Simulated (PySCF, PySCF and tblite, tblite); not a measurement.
**CH4BF2N: a path driven as rotation about a bond, and NMR exchange**

How fast is rotation about a bond in CH4BF2N (`CNB(F)F`), and when do the exchanging lines merge?

Programs: PySCF 2.14.0 with density-fitted response routines of our own, and tblite 0.8.0. All values are computed, except where a source is named. Atoms count from 0 throughout.

### 1 The starting structure

9 atoms, charge 0, multiplicity 1; geometry from: force field or distance geometry start.

Bonds of the start (Å): B2–F3 1.46, B2–F4 1.45, C0–H5 1.10, C0–H6 1.11, C0–H7 1.11, C0–N1 1.48, N1–B2 1.52, N1–H8 1.03.

### 2 GFN2-xTB relaxation, start minimum

What the job is given:

```
{"job": {"xc": "GFN2-xTB", "basis": "xTB", "kind": "relax"}, "charge": 0, "multiplicity": 1}
C      1.086500    -0.294900    -0.101700
N      0.064900     0.764700    -0.239200
B     -1.338400     0.175800    -0.179500
F     -2.483600     1.070800    -0.319100
F     -1.574600    -1.239600     0.015900
H      2.084200     0.163200    -0.152200
H      0.991900    -1.031300    -0.930000
H      0.990400    -0.799300     0.886400
H      0.192200     1.196700    -1.169800
```

On the command line:

```bash
> OMP_NUM_THREADS=1 python ens_run.py task.json out
```

The driver reads the study from task.json and runs its stages one after another.

Log:

```text
step      E/eV     max force
  0    -486.60441    3.732
  1    -487.13050    2.641
  2    -487.36459    3.653
  3    -487.54702    0.719
  4    -487.57839    0.697
  5    -487.64638    0.768
  6    -487.70162    1.005
  7    -487.77447    1.015
  8    -487.80764    0.492
  9    -487.83038    0.495
 10    -487.84746    0.640
 11    -487.85598    0.285
 12    -487.86054    0.157
 13    -487.86302    0.147
 14    -487.86622    0.135
 15    -487.86848    0.135
 16    -487.87053    0.141
 17    -487.87292    0.192
 18    -487.87673    0.239
 19    -487.88146    0.266
 20    -487.88549    0.217
 21    -487.88785    0.118
 22    -487.88918    0.105
 23    -487.88980    0.061
 24    -487.89008    0.047
 25    -487.89025    0.037
 26    -487.89047    0.057
 27    -487.89075    0.054
 28    -487.89106    0.060
 29    -487.89141    0.058
 30    -487.89198    0.099
 31    -487.89321    0.185
 32    -487.89642    0.322
 33    -487.89701    0.581
 34    -487.90557    0.230
 35    -487.91182    0.203
 36    -487.88978    0.841
 37    -487.91988    0.208
 38    -487.92359    0.150
 39    -487.91800    0.571
 40    -487.92989    0.144
 41    -487.93185    0.124
 42    -487.93467    0.212
 43    -487.93575    0.169
 44    -487.93740    0.077
 45    -487.93838    0.071
 46    -487.93989    0.078
 47    -487.94049    0.050
 48    -487.94067    0.053
 49    -487.94095    0.040
 50    -487.94107    0.025
 51    -487.94115    0.017
 52    -487.94118    0.017
 53    -487.94122    0.020
 54    -487.94127    0.018
 55    -487.94132    0.019
 56    -487.94136    0.021
 57    -487.94140    0.019
 58    -487.94143    0.018
 59    -487.94147    0.018
 60    -487.94150    0.017
 61    -487.94153    0.013
 62    -487.94154    0.008
 63    -487.94155    0.007
 64    -487.94156    0.009
 65    -487.94156    0.009
 66    -487.94156    0.006
 67    -487.94157    0.003
```

Wall time 0.19 s (1 thread of Intel Xeon Platinum 8488C, shared host).

Relaxing gained 1.337 eV and moved the atoms by 0.47 Å on average (rms).

### 3 Relaxed scan, rotation

What the job is given:

```
{"job": {"xc": "GFN2-xTB", "basis": "xTB", "coordinate": [["t", [3, 2, 1, 0], 0.25], ["t", [3, 2, 1, 8], 0.25], ["t", [4, 2, 1, 0], 0.25], ["t", [4, 2, 1, 8], 0.25]], "kind": "drive"}, "charge": 0, "multiplicity": 1}
C      1.111499    -0.355070    -0.205083
N     -0.061757     0.423328    -0.548389
B     -1.355558     0.207358    -0.117697
F     -2.353900     0.995683    -0.505023
F     -1.680819    -0.787751     0.698982
H      1.851680     0.271034     0.297147
H      1.561148    -0.783996    -1.102787
H      0.814729    -1.159616     0.462899
H      0.126541     1.195024    -1.169097
```

Log:

```text
point  coordinate     E/eV
  0     14.200     -487.89753
  1     28.500     -487.77014
  2     43.000     -487.57438
  3     58.000     -487.34188
  4     73.700     -487.14340
  5     90.000     -487.06327
  6    106.100     -487.13992
  7    122.000     -487.33919
  8    137.000     -487.57363
  9    151.500     -487.76848
 10    165.800     -487.89573
 11    180.000     -487.93986
```

It took 1.2 s on 1 thread of Intel Xeon Platinum 8488C, shared host.

The highest point is number 5, 19.2 kcal/mol above the first.

### 4 Nudged elastic band, leg 1

Changed since step 3:

```diff
@@ -1,2 +1,2 @@
-{"job": {"xc": "GFN2-xTB", "basis": "xTB", "coordinate": [["t", [3, 2, 1, 0], 0.25], ["t", [3, 2, 1, 8], 0.25], ["t", [4, 2, 1, 0], 0.25], ["t", [4, 2, 1, 8], 0.25]], "kind": "drive"}, "charge": 0, "multiplicity": 1}
+{"job": {"xc": "GFN2-xTB", "basis": "xTB", "kind": "neb"}, "charge": 0, "multiplicity": 1}
 C      1.111499    -0.355070    -0.205083
```

Log:

```text
image   E - E0 / eV
  0       0.0000
  1       0.2167
  2       0.6634
  3       0.8779
  4       0.2986
  5       0.0395
  6       0.0000
```

Wall time 1.8 s (1 thread of Intel Xeon Platinum 8488C, shared host).

The highest point is number 3, 20.2 kcal/mol above the first.

### 5 Saddle search, leg 1

What the job is given:

```
{"job": {"xc": "GFN2-xTB", "basis": "xTB", "kind": "saddle"}, "charge": 0, "multiplicity": 1}
C      1.098406    -0.364758    -0.084212
N      0.022709     0.571217     0.236583
B     -1.354259     0.175064     0.174464
F     -2.014296    -0.090571    -0.944247
F     -2.097425     0.058917     1.254526
H      2.040053     0.053493     0.269149
H      1.179484    -0.572887    -1.158068
H      0.914083    -1.300797     0.438170
H      0.211245     1.470322    -0.186365
```

Log:

```text
step      E/eV     max force
  0    -487.06369   0.0308
  1    -487.06408   0.0622
  2    -487.06406   0.0173
  3    -487.06421   0.0326
  4    -487.06425   0.0032
lowest wavenumbers (cm-1): -257.1 140.1 173.8 312.0 422.8 493.0
```

It took 0.65 s on 1 thread of Intel Xeon Platinum 8488C, shared host.

Point group C1; 1 imaginary mode, 257i cm⁻¹, carried by H8, C0, N1, F3. Steps downhill from it reached both ends.

### 6 Saddle search, other pyramid

What the job is given:

```
{"job": {"xc": "GFN2-xTB", "basis": "xTB", "kind": "saddle"}, "charge": 0, "multiplicity": 1}
C      0.365462     1.929106     0.713726
N      0.028444     0.578268     0.266247
B     -1.346837     0.177045     0.171716
F     -1.971250    -0.095071    -0.965489
F     -2.115221     0.047828     1.231541
H      1.430160     2.091551     0.555525
H      0.127774     2.104559     1.769807
H     -0.190775     2.642335     0.109196
H      0.620854    -0.096374     0.731953
```

Log:

```text
step      E/eV     max force
  0    -487.05413   0.4460
  1    -487.06425   0.0124
  2    -487.06426   0.0014
lowest wavenumbers (cm-1): -257.0 141.7 174.4 311.9 422.8 493.3
```

Wall time 0.65 s (1 thread of Intel Xeon Platinum 8488C, shared host).

Point group C1; 1 imaginary mode, 257i cm⁻¹, carried by H8, C0, N1, F4. Steps downhill from it reached both ends.

### 7 DFT refinement, start: B3LYP-D3(BJ)/def2-SVP

What the job is given:

```
{"job": {"xc": "B3LYP", "basis": "def2-SVP", "kind": "refine"}, "charge": 0, "multiplicity": 1}
C      1.111499    -0.355070    -0.205083
N     -0.061757     0.423328    -0.548389
B     -1.355558     0.207358    -0.117697
F     -2.353900     0.995683    -0.505023
F     -1.680819    -0.787751     0.698982
H      1.851680     0.271034     0.297147
H      1.561148    -0.783996    -1.102787
H      0.814729    -1.159616     0.462899
H      0.126541     1.195024    -1.169097
```

Log:

```text
step      E/eV     max force
  0     -8700.51197   0.5668
  1     -8700.53674   0.1437
  2     -8700.53777   0.0264
  3     -8700.53778   0.0063
```

Wall time 14 s (1 thread of Intel Xeon Platinum 8488C, shared host); peak memory 0.47 GiB.

The energy fell by 0.026 eV, and the atoms moved 0.03 Å (root mean square).

DFT refinement, saddle of leg 1: B3LYP-D3(BJ)/def2-SVP:

What the job is given:

```
{"job": {"xc": "B3LYP", "basis": "def2-SVP", "kind": "refine"}, "charge": 0, "multiplicity": 1}
C      1.089559    -0.364680    -0.085131
N      0.028444     0.578268     0.266247
B     -1.346837     0.177045     0.171716
F     -1.971250    -0.095071    -0.965489
F     -2.115221     0.047828     1.231541
H      2.045743     0.062445     0.211977
H      1.118204    -0.601119    -1.155580
H      0.930618    -1.286554     0.470241
H      0.220741     1.481839    -0.145522
```

Log:

```text
step      E/eV     max force
  0     -8699.63657   0.7150
  1     -8699.66478   0.1575
  2     -8699.66581   0.0584
  3     -8699.66575   0.0212
  4     -8699.66590   0.0062
```

It took 18 s on 1 thread of Intel Xeon Platinum 8488C, shared host; peak memory 0.47 GiB.

Relaxing gained 0.029 eV and moved the atoms by 0.04 Å on average (rms).

### 8 Shieldings, start: PBE0/pcSseg-1

What the job is given:

```
{"job": {"kind": "nmr", "xc": "PBE0", "basis": "pcSseg-1", "pop": false}, "charge": 0, "multiplicity": 1}
C      1.106670    -0.348718    -0.207183
N     -0.059424     0.439693    -0.553125
B     -1.366801     0.208529    -0.121282
F     -2.367688     1.003443    -0.504431
F     -1.663800    -0.811335     0.686847
H      1.881053     0.258629     0.292913
H      1.566456    -0.819696    -1.093856
H      0.810252    -1.150179     0.482975
H      0.106844     1.225627    -1.171905
```

Log:

```text
coarse grid: 7888 points
cycle   1  E = -319.5072363111  dE =  4.667e-01  |g| = 6.277e-01  |ddm| = 2.446e+00
cycle   2  E = -319.4719558576  dE =  3.528e-02  |g| = 8.300e-01  |ddm| = 6.569e-01
cycle   3  E = -319.5709964742  dE = -9.904e-02  |g| = 3.878e-02  |ddm| = 3.570e-01
cycle   4  E = -319.5711739456  dE = -1.775e-04  |g| = 2.431e-02  |ddm| = 3.438e-02
cycle   5  E = -319.5712857137  dE = -1.118e-04  |g| = 5.806e-03  |ddm| = 1.613e-02
cycle   6  E = -319.5712925290  dE = -6.815e-06  |g| = 1.096e-03  |ddm| = 3.950e-03
final grid: 78104 points
cycle   7  E = -319.6057038672  dE = -3.904e-05  |g| = 6.095e-03  |ddm| = 1.337e-02
cycle   8  E = -319.6056992740  dE =  4.593e-06  |g| = 7.667e-03  |ddm| = 7.771e-03
cycle   9  E = -319.6057113368  dE = -1.206e-05  |g| = 6.638e-04  |ddm| = 4.472e-03
cycle  10  E = -319.6057114106  dE = -7.378e-08  |g| = 2.345e-04  |ddm| = 4.406e-04
cycle  11  E = -319.6057114191  dE = -8.566e-09  |g| = 5.413e-05  |ddm| = 1.228e-04
cycle  12  E = -319.6057114196  dE = -5.083e-10  |g| = 1.319e-05  |ddm| = 3.611e-05
converged SCF energy = -319.6057114196

GIAO shielding tensors (ppm)
atom      isotropic    diamagn.    paramagn.     s11        s22        s33       span
  0 C      155.365     244.137     -88.772    132.421    148.795    184.878     52.456
  1 N      205.276     321.151    -115.875    161.310    208.238    246.279     84.969
  2 B       82.661     195.834    -113.173     62.082     82.176    103.724     41.641
  3 F      308.355     468.083    -159.728    205.191    353.241    366.632    161.441
  4 F      315.577     469.816    -154.239    207.031    341.841    397.858    190.827
  5 H       28.699      28.413       0.286     23.783     26.683     35.630     11.848
  6 H       28.680      28.000       0.680     23.737     26.654     35.649     11.912
  7 H       28.287      29.337      -1.050     24.015     28.064     32.781      8.765
  8 H       29.294      31.571      -2.277     21.368     29.116     37.399     16.032
```

Wall time 4.9 s (1 thread of Intel Xeon Platinum 8488C, shared host); peak memory 0.5 GiB.

Key values: HOMO -7.83 eV, LUMO 1.32 eV; dipole 2.90 D.

### 9 Shieldings, saddle of leg 1: PBE0/pcSseg-1

What the job is given:

```
{"job": {"kind": "nmr", "xc": "PBE0", "basis": "pcSseg-1", "pop": false}, "charge": 0, "multiplicity": 1}
C      1.070344    -0.356693    -0.084000
N      0.031448     0.599498     0.300287
B     -1.341757     0.181158     0.175221
F     -1.914030    -0.100939    -0.994802
F     -2.132318     0.039682     1.229584
H      2.064594     0.043050     0.169721
H      1.076304    -0.626510    -1.159107
H      0.949624    -1.288586     0.491352
H      0.195790     1.509341    -0.128255
```

Log:

```text
coarse grid: 7888 points
cycle   1  E = -319.4656894921  dE =  4.603e-01  |g| = 6.572e-01  |ddm| = 2.461e+00
cycle   2  E = -319.4212670405  dE =  4.442e-02  |g| = 8.864e-01  |ddm| = 7.315e-01
cycle   3  E = -319.5380209923  dE = -1.168e-01  |g| = 4.512e-02  |ddm| = 3.970e-01
cycle   4  E = -319.5382672782  dE = -2.463e-04  |g| = 2.728e-02  |ddm| = 4.228e-02
cycle   5  E = -319.5384068216  dE = -1.395e-04  |g| = 4.150e-03  |ddm| = 1.781e-02
cycle   6  E = -319.5384100895  dE = -3.268e-06  |g| = 1.008e-03  |ddm| = 3.064e-03
final grid: 78104 points
cycle   7  E = -319.5720775793  dE = -4.175e-05  |g| = 6.109e-03  |ddm| = 1.444e-02
cycle   8  E = -319.5720742156  dE =  3.364e-06  |g| = 7.316e-03  |ddm| = 8.243e-03
cycle   9  E = -319.5720850773  dE = -1.086e-05  |g| = 4.130e-04  |ddm| = 4.551e-03
cycle  10  E = -319.5720851029  dE = -2.561e-08  |g| = 2.009e-04  |ddm| = 3.231e-04
cycle  11  E = -319.5720851099  dE = -7.022e-09  |g| = 4.540e-05  |ddm| = 1.174e-04
cycle  12  E = -319.5720851102  dE = -3.407e-10  |g| = 1.164e-05  |ddm| = 3.154e-05
converged SCF energy = -319.5720851102

GIAO shielding tensors (ppm)
atom      isotropic    diamagn.    paramagn.     s11        s22        s33       span
  0 C      153.834     244.159     -90.325    128.003    147.876    185.622     57.619
  1 N      246.956     320.446     -73.489    207.828    244.475    288.566     80.738
  2 B       77.920     195.318    -117.398     64.091     75.370     94.300     30.209
  3 F      254.452     469.424    -214.972     80.214    306.278    376.864    296.649
  4 F      253.027     467.102    -214.075     90.224    307.749    361.108    270.885
  5 H       28.553      28.130       0.423     24.010     26.477     35.171     11.161
  6 H       28.561      29.022      -0.461     23.401     26.916     35.365     11.965
  7 H       28.828      29.075      -0.247     24.599     26.871     35.016     10.417
  8 H       31.533      31.666      -0.133     23.502     29.118     41.980     18.478
```

Wall time 5.2 s (1 thread of Intel Xeon Platinum 8488C, shared host); peak memory 0.5 GiB.

Key values: HOMO -7.25 eV, LUMO 0.15 eV; dipole 2.18 D.

(Part 1 of 2 ends here.)
